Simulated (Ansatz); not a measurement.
# CH₅BClFSSi: up Jacob's ladder to CCSD(T)

How much do the methods differ for CH₅BClFSSi? The plan is to run it at one geometry with functionals of several rungs and with coupled cluster, and see how far each lands from CCSD(T) at the basis-set limit for the atomisation energy.

Method: functionals in def2-TZVPP, the program's frozen cores in correlated methods; program: Ansatz 0.2.0, Gaussian basis.

Plan: PBE-D4, r2SCAN-D4, PBE0-D4, B3LYP-D4, ωB97X-V, ωB97M-V, B2PLYP; CCSD(T)/def2-TZVPP; MP2/def2-QZVPP; extrapolation to the limit.

**1. Structure used throughout**

The geometry comes from an earlier relaxation with PBE0-D4/def2-TZVP; it is a stationary point, not always the lowest conformer.

11 atoms, charge 0, spin multiplicity 1.

Atoms are counted from 1 here; the program's logs count them from 0.

Bond lengths: B1–Si2 1.997 Å, B1–S6 2.019 Å, B1–H7 1.204 Å, B1–H8 1.198 Å, Si2–Cl3 2.056 Å, Si2–C4 1.933 Å, Si2–H9 1.493 Å, C4–F5 1.362 Å, C4–S6 1.875 Å, C4–H10 1.093 Å, S6–H11 1.348 Å. Angles: Si2–B1–S6 83.8°, Si2–B1–H7 113.3°, Si2–B1–H8 123.8°, S6–B1–H7 100.3°, S6–B1–H8 110.8°, H7–B1–H8 116.3°, B1–Si2–Cl3 126.8°, B1–Si2–C4 87.7°, B1–Si2–H9 115.8°, Cl3–Si2–C4 113.4°, Cl3–Si2–H9 107.1°, C4–Si2–H9 101.8°, Si2–C4–F5 116.0°, Si2–C4–S6 89.5°, Si2–C4–H10 123.2°, F5–C4–S6 106.6°, F5–C4–H10 108.8°, S6–C4–H10 109.6° and more.

**2. PBE-D4 (GGA)**

File in.yaml:

```yaml
crystal:
  periodic: [false, false, false]
  atoms:
    - {symbol: B, position_ang: [-0.295779, -1.459495, -0.277908]}
    - {symbol: Si, position_ang: [1.110338, -0.080751, 0.055332]}
    - {symbol: Cl, position_ang: [2.778467, 0.277279, -1.091651]}
    - {symbol: C, position_ang: [-0.265586, 1.261028, -0.153063]}
    - {symbol: F, position_ang: [-0.552431, 1.628162, -1.432942]}
    - {symbol: S, position_ang: [-1.554696, -0.007954, 0.341224]}
    - {symbol: H, position_ang: [-0.616371, -1.543916, -1.435301]}
    - {symbol: H, position_ang: [-0.429577, -2.449544, 0.383883]}
    - {symbol: H, position_ang: [1.509140, 0.110627, 1.481645]}
    - {symbol: H, position_ang: [-0.348341, 2.138687, 0.492403]}
    - {symbol: H, position_ang: [-1.269865, 0.069078, 1.656876]}
basis:
  gaussian: {orbitals: def2-TZVPP}
hamiltonian: {xc: pbe, dispersion: d4}
output: {forces: true, orbitals: {seedname: orbitals}}
```

Launch:

```
ansatz run in.yaml --threads 4 --pin off --events-out ev --progress --plain --max-ram 10444MiB
```

After this run come: r2SCAN-D4 (meta-GGA); PBE0-D4 (hybrid); B3LYP-D4 (hybrid); ωB97X-V (range-separated); ωB97M-V (range-separated); B2PLYP (double hybrid); CCSD(T) in def2-TZVPP; MP2 in def2-QZVPP.

Before running them: what should the planned runs give, taken together? Wanted: atomisation energy, CCSD(T)/CBS; farthest; mean size of error, hybrid; mean size of error, range-separated; gap, smallest and largest; T1 diagnostic; triples share of the correlation energy.

As calculated:

| quantity | value |
| --- | --- |
| atomisation energy, CCSD(T)/CBS | 874.3 kcal/mol |
| functionals within 4.4 kcal/mol (0.5 %) | B3LYP-D4 |
| farthest | PBE-D4 (+25.9 kcal/mol) |
| mean size of error, hybrid | 5.6 kcal/mol |
| mean size of error, range-separated | 8.3 kcal/mol |
| gap, smallest and largest | 4.32 eV (PBE-D4), 10.90 eV (ωB97X-V) |
| T1 diagnostic | 0.0124 |
| triples share of the correlation energy | 4.1 % |

In words: PBE-D4 is off by +25.9 kcal/mol, about 2.4 kcal/mol a bond. Double hybrids carry the basis error of their MP2 part in triple zeta, and no dispersion term here, so their miss is partly the set-up's. The reference freezes the cores and leaves out relativity and excitations past (T), so misses under about 4.4 kcal/mol can't be ranked. Hartree-Fock recovers 72 % of the binding; the rest is correlation. Orbital gaps span 4.3 to 10.9 eV; exact exchange widens them.
